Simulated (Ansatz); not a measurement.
# CH8AlCl2NSi: how energies converge with the basis set

Aim: see how fast density functionals converge with the basis set for CH8AlCl2NSi.

Program: Ansatz 0.2.0, Gaussian basis. Level of theory: one geometry, several basis sets. These are calculated values, not measurements.

Plan: PBE0-D4/def2-SVP; ωB97M-V/def2-SVP; PBE0-D4/def2-QZVPP; ωB97M-V/def2-QZVPP; the functionals' def2-TZVPP values are taken from earlier runs.

**1. The relaxed structure**

An earlier PBE0-D4 in a triple-zeta def2 set relaxation fixed the geometry.

SMILES `[CH3][Al-]([Cl])([Cl])[NH2+][SiH3]`, 14 atoms, charge 0, spin multiplicity 1.

Atoms are counted from 1 here; the program's logs count them from 0.

Bond lengths: C1–Al2 1.946 Å, C1–H7 1.094 Å, C1–H8 1.094 Å, C1–H9 1.094 Å, Al2–Cl3 2.139 Å, Al2–Cl4 2.137 Å, Al2–N5 2.032 Å, N5–Si6 1.794 Å, N5–H10 1.018 Å, N5–H11 1.019 Å, Si6–H12 1.476 Å, Si6–H13 1.483 Å, Si6–H14 1.477 Å. Angles: Al2–C1–H7 113.0°, Al2–C1–H8 109.4°, Al2–C1–H9 112.4°, H7–C1–H8 106.7°, H7–C1–H9 108.2°, H8–C1–H9 106.8°, C1–Al2–Cl3 117.3°, C1–Al2–Cl4 117.1°, C1–Al2–N5 107.9°, Cl3–Al2–Cl4 114.2°, Cl3–Al2–N5 97.5°, Cl4–Al2–N5 98.4°, Al2–N5–Si6 115.7°, Al2–N5–H10 106.3°, Al2–N5–H11 102.9°, Si6–N5–H10 112.6°, Si6–N5–H11 111.9°, H10–N5–H11 106.5° and more.

**2. PBE0-D4 in def2-SVP**

File in.yaml:

```yaml
crystal:
  periodic: [false, false, false]
  atoms:
    - {symbol: C, position_ang: [0.430461, 1.334282, -1.367538]}
    - {symbol: Al, position_ang: [-0.436033, -0.404562, -1.255275]}
    - {symbol: Cl, position_ang: [0.735535, -2.118912, -1.769165]}
    - {symbol: Cl, position_ang: [-2.476864, -0.518247, -1.879629]}
    - {symbol: N, position_ang: [-0.702609, -0.844886, 0.710637]}
    - {symbol: Si, position_ang: [0.518297, -0.162466, 1.834859]}
    - {symbol: H, position_ang: [1.427053, 1.345751, -0.915714]}
    - {symbol: H, position_ang: [0.559497, 1.608925, -2.419076]}
    - {symbol: H, position_ang: [-0.163776, 2.127240, -0.903449]}
    - {symbol: H, position_ang: [-1.651678, -0.558267, 0.941815]}
    - {symbol: H, position_ang: [-0.697969, -1.863732, 0.718172]}
    - {symbol: H, position_ang: [1.843599, -0.470782, 1.263122]}
    - {symbol: H, position_ang: [0.353199, -0.791775, 3.167071]}
    - {symbol: H, position_ang: [0.248589, 1.288132, 1.902969]}
basis:
  gaussian: {orbitals: def2-SVP}
hamiltonian: {xc: pbe0, dispersion: d4}
output: {orbitals: {seedname: orbitals}}
```

The run is started by

```
$ ansatz run in.yaml --threads 4 --pin off --events-out ev --progress --plain --max-ram 11315MiB
```

After this run come: ωB97M-V in def2-SVP; PBE0-D4 in def2-QZVPP; ωB97M-V in def2-QZVPP.

Before running them: what should the planned runs give, taken together? Wanted: PBE0-D4: double and triple zeta above quadruple; ωB97M-V: double and triple zeta above quadruple.

**Answer**, as computed:

```
                                       quantity           value
PBE0-D4: double and triple zeta above quadruple  18.10, 1.38 eV
ωB97M-V: double and triple zeta above quadruple  18.09, 1.31 eV
```

**Reading.** PBE0-D4 gains 16.72 eV from double to triple zeta, then 1.38 eV more. Total energies overstate the basis error of differences, where much of it tends to cancel. The LUMO of ωB97M-V is positive and keeps falling with the basis (1.33 to 0.41 eV): an unbound level that the basis holds in place.
